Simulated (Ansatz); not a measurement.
# Ca27BrO26 (Lime): the cost of one run

Program: Ansatz 0.2.0. Level of theory: DFT, PBE, plane-wave PAW, default files, scalar-relativistic, as far as a step names no other. These are calculated values, not measurements.

1 further run of the same task is left out (it didn't finish).

### 1 The starting structure

Symmetry: Fm-3m, No. 225, cubic system. The conventional cell has a = 14.439 Å, b = 14.439 Å, c = 14.439 Å, α = 90.00°, β = 90.00°, γ = 90.00°. Around Ca (site symmetry 3m) lie 6 O at 2.41 Å. Ca (site symmetry 4mm) has 5 O at 2.41 Å and 1 Br at 2.41 Å as nearest neighbours. Around Ca (site symmetry mm2) lie 6 O at 2.41 Å. Ca (site symmetry m-3m) is surrounded by 6 O at 2.41 Å. Br (site symmetry m-3m) is surrounded by 6 Ca at 2.41 Å. O (site symmetry mm2) is surrounded by 6 Ca at 2.41 Å. O (site symmetry 3m) has 6 Ca at 2.41 Å as nearest neighbours. O (site symmetry 4mm) is surrounded by 6 Ca at 2.41 Å.

As a file:

```cif
data_structure
_symmetry_space_group_name_H-M 'Fm-3m'
_symmetry_Int_Tables_number 225
_cell_length_a 14.4390
_cell_length_b 14.4390
_cell_length_c 14.4390
_cell_angle_alpha 90.000
_cell_angle_beta 90.000
_cell_angle_gamma 90.000
_cell_volume 3010.31
loop_
_atom_site_label
_atom_site_type_symbol
_atom_site_symmetry_multiplicity
_atom_site_Wyckoff_symbol
_atom_site_fract_x
_atom_site_fract_y
_atom_site_fract_z
_atom_site_occupancy
Ca1 Ca 32 f 0.33333 0.83333 0.83333 1
Ca2 Ca 24 e 0.50000 0.00000 0.83333 1
Ca3 Ca 48 h 0.33333 0.16667 0.50000 1
Ca4 Ca 4 a 0.50000 0.00000 0.50000 1
Br1 Br 4 b 0.50000 0.50000 0.50000 1
O1 O 48 i 0.66667 0.66667 0.50000 1
O2 O 32 f 0.83333 0.66667 0.66667 1
O3 O 24 e 0.00000 0.00000 0.83333 1
```

Atom 28 of the input is the impurity.

### 2 Single point at the given positions

input.yaml

```yaml
crystal:
  lattice:
    - [0.0, 7.2195, 7.2195]
    - [7.2195, 0.0, 7.2195]
    - [7.2195, 7.2195, 0.0]
  atoms:
    - { symbol: Ca, position: [0.0, 0.0, 0.0] }
    - { symbol: Ca, position: [0.0, 0.0, 0.3333333333] }
    - { symbol: Ca, position: [0.0, 0.0, 0.6666666667] }
    - { symbol: Ca, position: [0.0, 0.3333333333, 0.0] }
    - { symbol: Ca, position: [0.0, 0.3333333333, 0.3333333333] }
    - { symbol: Ca, position: [0.0, 0.3333333333, 0.6666666667] }
    - { symbol: Ca, position: [0.0, 0.6666666667, 0.0] }
    - { symbol: Ca, position: [0.0, 0.6666666667, 0.3333333333] }
    - { symbol: Ca, position: [0.0, 0.6666666667, 0.6666666667] }
    - { symbol: Ca, position: [0.3333333333, 0.0, 0.0] }
    - { symbol: Ca, position: [0.3333333333, 0.0, 0.3333333333] }
    - { symbol: Ca, position: [0.3333333333, 0.0, 0.6666666667] }
    - { symbol: Ca, position: [0.3333333333, 0.3333333333, 0.0] }
    - { symbol: Ca, position: [0.3333333333, 0.3333333333, 0.3333333333] }
    - { symbol: Ca, position: [0.3333333333, 0.3333333333, 0.6666666667] }
    - { symbol: Ca, position: [0.3333333333, 0.6666666667, 0.0] }
    - { symbol: Ca, position: [0.3333333333, 0.6666666667, 0.3333333333] }
    - { symbol: Ca, position: [0.3333333333, 0.6666666667, 0.6666666667] }
    - { symbol: Ca, position: [0.6666666667, 0.0, 0.0] }
    - { symbol: Ca, position: [0.6666666667, 0.0, 0.3333333333] }
    - { symbol: Ca, position: [0.6666666667, 0.0, 0.6666666667] }
    - { symbol: Ca, position: [0.6666666667, 0.3333333333, 0.0] }
    - { symbol: Ca, position: [0.6666666667, 0.3333333333, 0.3333333333] }
    - { symbol: Ca, position: [0.6666666667, 0.3333333333, 0.6666666667] }
    - { symbol: Ca, position: [0.6666666667, 0.6666666667, 0.0] }
    - { symbol: Ca, position: [0.6666666667, 0.6666666667, 0.3333333333] }
    - { symbol: Ca, position: [0.6666666667, 0.6666666667, 0.6666666667] }
    - { symbol: Br, position: [0.1666666667, 0.1666666667, 0.1666666667] }
    - { symbol: O, position: [0.1666666667, 0.1666666667, 0.5] }
    - { symbol: O, position: [0.1666666667, 0.1666666667, 0.8333333333] }
    - { symbol: O, position: [0.1666666667, 0.5, 0.1666666667] }
    - { symbol: O, position: [0.1666666667, 0.5, 0.5] }
    - { symbol: O, position: [0.1666666667, 0.5, 0.8333333333] }
    - { symbol: O, position: [0.1666666667, 0.8333333333, 0.1666666667] }
    - { symbol: O, position: [0.1666666667, 0.8333333333, 0.5] }
    - { symbol: O, position: [0.1666666667, 0.8333333333, 0.8333333333] }
    - { symbol: O, position: [0.5, 0.1666666667, 0.1666666667] }
    - { symbol: O, position: [0.5, 0.1666666667, 0.5] }
    - { symbol: O, position: [0.5, 0.1666666667, 0.8333333333] }
    - { symbol: O, position: [0.5, 0.5, 0.1666666667] }
    - { symbol: O, position: [0.5, 0.5, 0.5] }
    - { symbol: O, position: [0.5, 0.5, 0.8333333333] }
    - { symbol: O, position: [0.5, 0.8333333333, 0.1666666667] }
    - { symbol: O, position: [0.5, 0.8333333333, 0.5] }
    - { symbol: O, position: [0.5, 0.8333333333, 0.8333333333] }
    - { symbol: O, position: [0.8333333333, 0.1666666667, 0.1666666667] }
    - { symbol: O, position: [0.8333333333, 0.1666666667, 0.5] }
    - { symbol: O, position: [0.8333333333, 0.1666666667, 0.8333333333] }
    - { symbol: O, position: [0.8333333333, 0.5, 0.1666666667] }
    - { symbol: O, position: [0.8333333333, 0.5, 0.5] }
    - { symbol: O, position: [0.8333333333, 0.5, 0.8333333333] }
    - { symbol: O, position: [0.8333333333, 0.8333333333, 0.1666666667] }
    - { symbol: O, position: [0.8333333333, 0.8333333333, 0.5] }
    - { symbol: O, position: [0.8333333333, 0.8333333333, 0.8333333333] }
total_charge: 1
kpoints:
  mp_grid: { grid: [2, 2, 2] }
scf:
  occupations: { method: fermi_dirac, width: 0.01 }
hamiltonian:
  xc: pbe
  pseudopotentials: { kind: paw }
output:
  forces: true
  stress: true
  populations: true
  efg:
    quadrupole_moments_barn: { Ca: -0.0408, Br: 0.2579, O: -0.02558 }
    contact_densities: true
  write_density: true
  write_potential: true
  elf: true
  volumetric_format: npy
```

Run with:

```
> ansatz run input.yaml --threads 1 --pin off --max-ram 3072MiB --backend cpu --events-out ev --progress --plain --runs-dir out
```

**Question.** How long does this run take on 1 thread of Arm Neoverse V1, shared host, and how much memory does it need?

About 87 s, with a peak of 1.4 GiB.
